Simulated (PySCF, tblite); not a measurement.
# C3H7BF2O2Si: geometry, infrared bands and NMR shifts

What infrared bands and NMR shifts should C3H7BF2O2Si (`FB(F)[SiH]1OCCCO1`) show?

Programs: tblite 0.8.0 and PySCF 2.14.0, with density-fitted response routines of our own. Each step states its level of theory. These are calculated values for one molecule in the gas phase, unless marked as measured. Atoms count from 0, in the outputs and in this text.

**1. The starting structure**

16 atoms, charge 0, multiplicity 1; geometry from: force field or distance geometry start.

Bonds of the start (Å): F0–B1 1.44, B1–F2 1.46, B1–Si3 1.93, Si3–O4 1.73, O4–C5 1.42, C5–C6 1.54, C6–C7 1.54, C7–O8 1.41, O8–Si3 1.72, Si3–H9 1.49, C5–H10 1.12, C5–H11 1.11, C6–H12 1.10, C6–H13 1.11, C7–H14 1.11, C7–H15 1.11.

**2. Optimising the geometry with GFN2-xTB**

What the job is given:

```
{"job": {"kind": "relax", "xc": "GFN2-xTB", "basis": "xTB"}, "charge": 0, "multiplicity": 1}
F      3.262100     1.542600    -0.695100
B      2.996900     0.308600    -0.010400
F      4.114400    -0.479600     0.511900
Si     1.180900    -0.307400     0.238000
O      0.274900     0.873800     1.126100
C     -1.094500     0.517100     1.091800
C     -1.647900     0.421500    -0.340200
C     -0.955900    -0.726900    -1.091200
O      0.421500    -0.504900    -1.294200
H      1.171100    -1.594000     0.979600
H     -1.263900    -0.432900     1.651700
H     -1.662100     1.302700     1.632800
H     -1.488900     1.378700    -0.863900
H     -2.737500     0.222700    -0.291500
H     -1.134300    -1.695500    -0.576100
H     -1.444400    -0.817500    -2.080800
```

Started as:

```
$ OMP_NUM_THREADS=1 python probes_run.py task.json out
```

The driver reads the jobs from task.json and runs them one after another.

**Question.** This job is followed by: GFN2-xTB harmonic vibrations, gas phase; GIAO PBE0/pcSseg-1 NMR shielding, non-relativistic, gas phase. What will the session give for the following? strongest single infrared mode (GFN2-xTB); zero-point energy (GFN2-xTB); ¹³C shifts against TMS (PBE0/pcSseg-1, means over atoms taken as alike); ¹H shifts against TMS (PBE0/pcSseg-1, means over atoms taken as alike); ¹⁹F shifts against CFCl3 (PBE0/pcSseg-1, means over atoms taken as alike); ¹¹B shifts against BF3·OEt2 (PBE0/pcSseg-1); ²⁹Si shifts against TMS (PBE0/pcSseg-1); ¹⁷O shifts against H2O (PBE0/pcSseg-1, means over atoms taken as alike); surface potential, 1st and 99th percentile.

The runs gave:

| quantity | value |
| --- | --- |
| strongest single infrared mode (GFN2-xTB) | 2143 cm⁻¹, 331 km/mol |
| zero-point energy (GFN2-xTB) | 69.1 kcal/mol |
| ¹³C shifts against TMS (PBE0/pcSseg-1, means over atoms taken as alike) | 67.9, 36.1 ppm |
| ¹H shifts against TMS (PBE0/pcSseg-1, means over atoms taken as alike) | 5.21, 4.44, 4.16, 2.32, 1.26 ppm |
| ¹⁹F shifts against CFCl3 (PBE0/pcSseg-1, means over atoms taken as alike) | -32.0 ppm |
| ¹¹B shifts against BF3·OEt2 (PBE0/pcSseg-1) | 24.2 ppm |
| ²⁹Si shifts against TMS (PBE0/pcSseg-1) | -27.5 ppm |
| ¹⁷O shifts against H2O (PBE0/pcSseg-1, means over atoms taken as alike) | 44.6 ppm |
| surface potential, 1st and 99th percentile | -1.11 V and 1.80 V |

In words: Over 54 steps the energy fell by 1.121 eV; of the close pairs, B1–F2 changed most, 1.464 to 1.320 Å. All 42 modes are real, so the xTB geometry is a minimum. The strongest single mode, at 2143 cm⁻¹, moves mainly H9. GFN2-xTB is a fitted tight-binding method: band positions and strengths are rough. Its intensities can rank the bands wrongly. The most deshielded carbon is C5, C7 (mean) (sp3 CH2 bonded to O), at 67.9 ppm: pulled downfield by the heteroatom. At PBE0/pcSseg-1: The largest span, 374 ppm, is at F0, F2, where the paramagnetic term is -263 ppm. By nearest atom (PBE0/pcSseg-1), the HOMO sits on O4, O8 about 22 % each; H9 21 % and the LUMO on B1 48 %; Si3 15 %.
